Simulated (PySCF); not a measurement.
# C₈H₆O₂: magnetic properties

Aim: compute the magnetic properties of C₈H₆O₂ (`C#C[C@H]1C(C=C)=C1C(=O)O`).

Programs: PySCF 2.14.0, with routines of our own; each step states its level. All values are computed. Atoms count from 0.

## (1) The starting structure

16 atoms, charge 0, multiplicity 1; geometry from: GFN2-xTB.

## (2) Magnetic properties: GIAO CAM-B3LYP/pcSseg-1

Job settings and geometry (Å):

```
{"job": {"kind": "mag", "xc": "CAM-B3LYP", "basis": "pcSseg-1", "isotopologues": 0}, "charge": 0, "multiplicity": 1}
C      1.120893    -2.219423     1.904044
C      0.848620    -1.674493     0.872377
C      0.506396    -1.012994    -0.349730
C     -0.464362     0.143183    -0.326577
C     -1.825129     0.492668    -0.163519
C     -2.769335    -0.418102     0.081024
C      0.804246     0.458733    -0.516513
C      1.839717     1.439580    -0.713277
O      3.019247     1.211957    -0.817332
O      1.332344     2.688556    -0.777924
H      1.373636    -2.706304     2.797825
H      0.541670    -1.656424    -1.225640
H     -2.061265     1.546321    -0.243944
H     -3.802477    -0.145332     0.207770
H     -2.524498    -1.464098     0.166881
H      2.052697     3.325118    -0.906876
```

Method: GIAO CAM-B3LYP/pcSseg-1 magnetisability, rotational g tensor and spin-rotation constants, non-relativistic, gas phase.

Run with:

```bash
$ OMP_NUM_THREADS=1 python excited_run.py task.json out
```

This one command runs all jobs of the session in turn.

What it wrote:

```text
coarse grid: 14584 points
cycle   1  E = -458.1757827926  dE =  2.256e+00  |g| = 1.014e+00  |ddm| = 4.083e+00
cycle   2  E = -457.9742477842  dE =  2.015e-01  |g| = 1.510e+00  |ddm| = 2.209e+00
cycle   3  E = -458.3701268223  dE = -3.959e-01  |g| = 2.269e-01  |ddm| = 1.449e+00
cycle   4  E = -458.3784637646  dE = -8.337e-03  |g| = 8.840e-02  |ddm| = 2.220e-01
cycle   5  E = -458.3797728032  dE = -1.309e-03  |g| = 1.677e-02  |ddm| = 6.942e-02
cycle   6  E = -458.3798374704  dE = -6.467e-05  |g| = 5.201e-03  |ddm| = 2.429e-02
cycle   7  E = -458.3798436186  dE = -6.148e-06  |g| = 2.499e-03  |ddm| = 8.643e-03
final grid: 144312 points
cycle   8  E = -458.4845728766  dE = -3.374e-05  |g| = 4.734e-03  |ddm| = 2.441e-02
cycle   9  E = -458.4845687119  dE =  4.165e-06  |g| = 6.596e-03  |ddm| = 1.051e-02
cycle  10  E = -458.4845780216  dE = -9.310e-06  |g| = 8.508e-04  |ddm| = 5.927e-03
cycle  11  E = -458.4845781703  dE = -1.487e-07  |g| = 2.356e-04  |ddm| = 7.150e-04
cycle  12  E = -458.4845781795  dE = -9.123e-09  |g| = 1.444e-04  |ddm| = 3.763e-04
cycle  13  E = -458.4845781844  dE = -4.929e-09  |g| = 3.125e-05  |ddm| = 1.414e-04
cycle  14  E = -458.4845781847  dE = -3.345e-10  |g| = 1.232e-05  |ddm| = 6.823e-05
converged SCF energy = -458.4845781847

Magnetisability tensor (1e-30 J/T^2)
    -1071.70        2.41      -87.49
        2.41    -1097.84       13.98
      -87.49       13.98    -1625.91
isotropic -1265.15   principal values   -1639.77  -1097.47  -1058.21
isotropic susceptibility -76.189 1e-6 cm^3/mol

Inertial axes            a          b          c
rot. const./GHz      1.6678     1.0181     0.6745
chi total           -65.795    -72.528    -90.245
chi diamagnetic    -814.999  -1244.462  -1827.554
chi paramagnetic    749.204   1171.934   1737.309
quadrupole/D A        4.552     -1.088     -3.464
g nuclear            0.5609     0.5494     0.5492
g electronic        -0.5870    -0.5605    -0.5505
g total             -0.0261    -0.0111    -0.0013

Spin-rotation constants (kHz, H = +C I.J)
atom  isotope        aa         bb         cc
 10     1H       -0.172     -0.040     -0.056
 11     1H       -0.173     -0.104      0.015
 12     1H       -0.118      0.042     -0.051
 13     1H       -0.055      0.018     -0.068
 14     1H       -0.096      0.027     -0.059
 15     1H        0.116     -0.107     -0.086
  0    13C*       0.464      0.163      0.154
  1    13C*       0.557      0.166      0.185
  2    13C*       0.273      0.171      0.045
  3    13C*       0.550      0.467      0.137
  4    13C*       0.534      0.461      0.119
  5    13C*       0.612      0.462      0.125
  6    13C*       0.653      0.309      0.127
  7    13C*       0.739      0.376      0.198
  8    17O*      -0.925     -0.539     -0.115
  9    17O*      -0.504     -0.176     -0.129
* in the singly substituted isotopologue
```

Wall time 80 s (1 thread of Arm Neoverse N1, shared host); peak memory 1.1 GiB.

From this job:

```
              quantity                      value
       magnetisability           -1265·10⁻³⁰ J/T²
  molar susceptibility         -76.2·10⁻⁶ cm³/mol
rotational g (a, b, c)  -0.0261, -0.0111, -0.0013
```

## (3) Magnetic properties: GIAO B97-2/ANO-RCC-VDZP

Settings changed since step 2:

```diff
@@ -1,2 +1,2 @@
-{"job": {"kind": "mag", "xc": "CAM-B3LYP", "basis": "pcSseg-1", "isotopologues": 0}, "charge": 0, "multiplicity": 1}
+{"job": {"kind": "mag", "xc": "B97-2", "basis": "ANO-RCC-VDZP", "scf": {"level_shift": 0.3, "aux": "def2-universal-jkfit"}}, "charge": 0, "multiplicity": 1}
 C      1.120893    -2.219423     1.904044
```

Level: GIAO B97-2/ANO-RCC-VDZP magnetisability, rotational g tensor and spin-rotation constants, non-relativistic, gas phase.

What it wrote:

```text
final grid: 144312 points
cycle   1  E = -458.4835315704  dE =  2.035e+00  |g| = 1.018e+00  |ddm| = 5.887e+00
cycle   2  E = -458.5151200283  dE = -3.159e-02  |g| = 1.086e+00  |ddm| = 1.540e+00
cycle   3  E = -458.7077002130  dE = -1.926e-01  |g| = 2.814e-01  |ddm| = 5.595e-01
cycle   4  E = -458.7224224890  dE = -1.472e-02  |g| = 8.762e-02  |ddm| = 1.861e-01
cycle   5  E = -458.7241146144  dE = -1.692e-03  |g| = 1.246e-02  |ddm| = 8.267e-02
cycle   6  E = -458.7241756161  dE = -6.100e-05  |g| = 7.506e-03  |ddm| = 2.394e-02
cycle   7  E = -458.7241901455  dE = -1.453e-05  |g| = 3.542e-03  |ddm| = 9.696e-03
cycle   8  E = -458.7241934596  dE = -3.314e-06  |g| = 1.169e-03  |ddm| = 4.456e-03
cycle   9  E = -458.7241940618  dE = -6.022e-07  |g| = 3.520e-04  |ddm| = 2.153e-03
cycle  10  E = -458.7241941842  dE = -1.224e-07  |g| = 1.871e-04  |ddm| = 1.045e-03
cycle  11  E = -458.7241942225  dE = -3.835e-08  |g| = 1.069e-04  |ddm| = 5.652e-04
cycle  12  E = -458.7241942349  dE = -1.235e-08  |g| = 5.443e-05  |ddm| = 3.185e-04
cycle  13  E = -458.7241942385  dE = -3.667e-09  |g| = 3.472e-05  |ddm| = 1.734e-04
cycle  14  E = -458.7241942397  dE = -1.193e-09  |g| = 1.797e-05  |ddm| = 9.566e-05
cycle  15  E = -458.7241942401  dE = -3.519e-10  |g| = 1.096e-05  |ddm| = 5.222e-05
level shift removed, Fock matrix diagonalised once more
converged SCF energy = -458.7241942401

Magnetisability tensor (1e-30 J/T^2)
    -1039.61        6.25      -87.10
        6.25    -1062.59       11.05
      -87.10       11.05    -1599.04
isotropic -1233.75   principal values   -1612.54  -1062.89  -1025.81
isotropic susceptibility -74.298 1e-6 cm^3/mol

Inertial axes            a          b          c
rot. const./GHz      1.6678     1.0181     0.6745
chi total           -63.557    -70.663    -88.673
chi diamagnetic    -812.587  -1242.570  -1825.522
chi paramagnetic    749.030   1171.907   1736.849
quadrupole/D A        4.043     -0.714     -3.328
g nuclear            0.5609     0.5494     0.5492
g electronic        -0.5869    -0.5605    -0.5504
g total             -0.0259    -0.0111    -0.0012

Spin-rotation constants (kHz, H = +C I.J)
atom  isotope        aa         bb         cc
 10     1H       -0.159     -0.035     -0.052
 11     1H       -0.167     -0.099      0.016
 12     1H       -0.109      0.045     -0.050
 13     1H       -0.050      0.020     -0.068
 14     1H       -0.091      0.030     -0.058
 15     1H        0.118     -0.101     -0.081
  0    13C*       0.412      0.147      0.137
  1    13C*       0.507      0.152      0.168
  2    13C*       0.256      0.165      0.042
  3    13C*       0.534      0.426      0.128
  4    13C*       0.507      0.425      0.109
  5    13C*       0.586      0.424      0.116
  6    13C*       0.621      0.287      0.117
  7    13C*       0.690      0.355      0.186
  8    17O*      -0.859     -0.507     -0.103
  9    17O*      -0.471     -0.177     -0.125
* in the singly substituted isotopologue
```

Run time: 1.7 min. Hardware: 1 thread of Arm Neoverse N1, shared host; peak memory 0.84 GiB.

Key values:

| quantity | value |
| --- | --- |
| magnetisability | -1234·10⁻³⁰ J/T² |
| molar susceptibility | -74.3·10⁻⁶ cm³/mol |
| rotational g (a, b, c) | -0.0259, -0.0111, -0.0012 |

## (4) The levels compared

| level | ξ (10⁻³⁰ J/T²) | g(a) | g(b) | gap (eV) | functions | time |
| --- | --- | --- | --- | --- | --- | --- |
| GIAO CAM-B3LYP/pcSseg-1 | -1265 | -0.0261 | -0.0111 | 7.27 | 200 | 80 s |
| GIAO B97-2/ANO-RCC-VDZP | -1234 | -0.0259 | -0.0111 | 4.61 | 170 | 1.7 min |

## (5) Outcome

| quantity | value |
| --- | --- |
| magnetisability (step 2, GIAO CAM-B3LYP/pcSseg-1) | -1265·10⁻³⁰ J/T² |
| molar susceptibility (step 2, GIAO CAM-B3LYP/pcSseg-1) | -76.2·10⁻⁶ cm³/mol |
| rotational g (a, b, c) (step 2, GIAO CAM-B3LYP/pcSseg-1) | -0.0261, -0.0111, -0.0013 |
| magnetisability over the levels | -1265 to -1234·10⁻³⁰ J/T² |

What this shows: The magnetisability spreads by 2.5 % over 2 levels of like cost. Two levels can agree by chance, so this spread shows no convergence. Vibrational averaging and real surroundings are missing from these values.
